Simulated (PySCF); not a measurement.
# Ga: excitation energy in aug-cc-pVQZ-PP plus 1 even-tempered diffuse shell per l with ECP10

Aim: the excitation energy of gallium from differences of total energies, at each level of theory, and how far each lands from the tabulated value where there is one.

Method: unrestricted determinants in a Gaussian basis, no spin-orbit coupling in the energies. Code: PySCF 2.14.0.

**1. The atom as given**

* Element: gallium (Z = 31)
* Basis: aug-cc-pVQZ-PP with one added diffuse shell each of s, p, d, f, g type with ECP10MDF (8s7p6d4f3g, 114 functions)
* Hamiltonian: scalar relativity through the core potential
* State 1: Ga: [Ar] 3d10 4s2 4d1, 2D determinant (an excited configuration)
* Needed too, but not shown: Ga [Ar] 3d10 4s2 4p1 (2P)
* Methods: UHF, LDA, PBE, PBE0, r2SCAN, TPSSh, MN15, B3LYP, MP2
* Core shells frozen in the correlated runs: valence: 3s2 3p6 3d10 (for Ga)

Outer shells as boxes (Hund's rule):

Ga [Ar] 3d10 4s2 4d1
```
[Ar] core
3d [↑↓][↑↓][↑↓][↑↓][↑↓]
4s [↑↓]
4d [↑ ][  ][  ][  ][  ]
```

One driver process ran all states and methods and kept the integrals in memory. Each run is shown as a PySCF script that sums up its settings (the driver passes frozen orbitals as a list and adds second-order terms of double hybrids); the logs are those of the runs themselves. The driver starts from symmetry-adapted Hartree-Fock orbitals, holds the occupation by maximum overlap and uses a logarithmic radial grid for functionals, so a plain start would take other cycles.

The integrals over 114 functions and the set-up took 9.2 s of CPU time.

**2. Ga [Ar] 3d10 4s2 4d1: the ladder of methods**

**UHF**

File input.py:

```python
from pyscf import gto, scf, dft, mp, cc
import basis_set_exchange as bse
txt = bse.get_basis("aug-cc-pVQZ-PP", elements=["Ga"], fmt="nwchem", header=False, augment_diffuse=1)
cut = txt.index("\nECP")
mol = gto.M(atom="Ga 0 0 0", charge=0, spin=1, symmetry="D2h",
            basis=gto.basis.parse(txt[:cut]),
            ecp={"Ga": gto.basis.parse_ecp(txt[cut:])})
mf = scf.UHF(mol)
mf.irrep_nelec = {'Ag': (4, 4), 'B1g': (2, 1), 'B2g': (1, 1), 'B3g': (1, 1), 'B1u': (1, 1), 'B2u': (1, 1), 'B3u': (1, 1)}
mf.kernel()
```

**LDA**

Changes to input.py:

```diff
@@ -7,3 +7,3 @@
             ecp={"Ga": gto.basis.parse_ecp(txt[cut:])})
-mf = scf.UHF(mol)
+mf = dft.UKS(mol, xc="LDA,VWN")
 mf.irrep_nelec = {'Ag': (4, 4), 'B1g': (2, 1), 'B2g': (1, 1), 'B3g': (1, 1), 'B1u': (1, 1), 'B2u': (1, 1), 'B3u': (1, 1)}
```

**PBE**

Changes to input.py:

```diff
@@ -7,3 +7,3 @@
             ecp={"Ga": gto.basis.parse_ecp(txt[cut:])})
-mf = dft.UKS(mol, xc="LDA,VWN")
+mf = dft.UKS(mol, xc="PBE")
 mf.irrep_nelec = {'Ag': (4, 4), 'B1g': (2, 1), 'B2g': (1, 1), 'B3g': (1, 1), 'B1u': (1, 1), 'B2u': (1, 1), 'B3u': (1, 1)}
```

**PBE0**

Changes to input.py:

```diff
@@ -7,3 +7,3 @@
             ecp={"Ga": gto.basis.parse_ecp(txt[cut:])})
-mf = dft.UKS(mol, xc="PBE")
+mf = dft.UKS(mol, xc="PBE0")
 mf.irrep_nelec = {'Ag': (4, 4), 'B1g': (2, 1), 'B2g': (1, 1), 'B3g': (1, 1), 'B1u': (1, 1), 'B2u': (1, 1), 'B3u': (1, 1)}
```

**r2SCAN**

Changes to input.py:

```diff
@@ -7,3 +7,3 @@
             ecp={"Ga": gto.basis.parse_ecp(txt[cut:])})
-mf = dft.UKS(mol, xc="PBE0")
+mf = dft.UKS(mol, xc="R2SCAN")
 mf.irrep_nelec = {'Ag': (4, 4), 'B1g': (2, 1), 'B2g': (1, 1), 'B3g': (1, 1), 'B1u': (1, 1), 'B2u': (1, 1), 'B3u': (1, 1)}
```

**TPSSh**

Changes to input.py:

```diff
@@ -7,3 +7,3 @@
             ecp={"Ga": gto.basis.parse_ecp(txt[cut:])})
-mf = dft.UKS(mol, xc="R2SCAN")
+mf = dft.UKS(mol, xc="TPSSH")
 mf.irrep_nelec = {'Ag': (4, 4), 'B1g': (2, 1), 'B2g': (1, 1), 'B3g': (1, 1), 'B1u': (1, 1), 'B2u': (1, 1), 'B3u': (1, 1)}
```

**MN15**

Changes to input.py:

```diff
@@ -7,3 +7,3 @@
             ecp={"Ga": gto.basis.parse_ecp(txt[cut:])})
-mf = dft.UKS(mol, xc="TPSSH")
+mf = dft.UKS(mol, xc="MN15")
 mf.irrep_nelec = {'Ag': (4, 4), 'B1g': (2, 1), 'B2g': (1, 1), 'B3g': (1, 1), 'B1u': (1, 1), 'B2u': (1, 1), 'B3u': (1, 1)}
```

**B3LYP**

Changes to input.py:

```diff
@@ -7,3 +7,3 @@
             ecp={"Ga": gto.basis.parse_ecp(txt[cut:])})
-mf = dft.UKS(mol, xc="MN15")
+mf = dft.UKS(mol, xc="B3LYP")
 mf.irrep_nelec = {'Ag': (4, 4), 'B1g': (2, 1), 'B2g': (1, 1), 'B3g': (1, 1), 'B1u': (1, 1), 'B2u': (1, 1), 'B3u': (1, 1)}
```

**MP2 (valence)**

Changes to input.py:

```diff
@@ -7,4 +7,5 @@
             ecp={"Ga": gto.basis.parse_ecp(txt[cut:])})
-mf = dft.UKS(mol, xc="B3LYP")
+mf = scf.UHF(mol)
 mf.irrep_nelec = {'Ag': (4, 4), 'B1g': (2, 1), 'B2g': (1, 1), 'B3g': (1, 1), 'B1u': (1, 1), 'B2u': (1, 1), 'B3u': (1, 1)}
 mf.kernel()
+mp.UMP2(mf, frozen=9).kernel()
```

What does the calculation give?

As calculated:

| quantity | value |
| --- | --- |
| excitation energy, Ga → [Ar] 3d10 4s2 4d1 | UHF 3.996, MP2 (valence) 4.152 eV; reference 4.245 |

Accuracy by level (over 1 difference):

```csv
method,mean absolute miss against the measured value (with the measured fine structure taken into account where it is known) (eV)
UHF,0.249
LDA,0.185
PBE,0.344
PBE0,0.212
r2SCAN,0.022
TPSSh,0.191
MN15,0.067
B3LYP,0.270
MP2 (valence),0.093
SCS-MP2 (valence),0.097
```

r2SCAN lands nearest to the measured value (off by 0.02 eV); PBE misses by most (0.34 eV). PBE is off by -0.34 eV. The basis is finite, and no extrapolation was made.
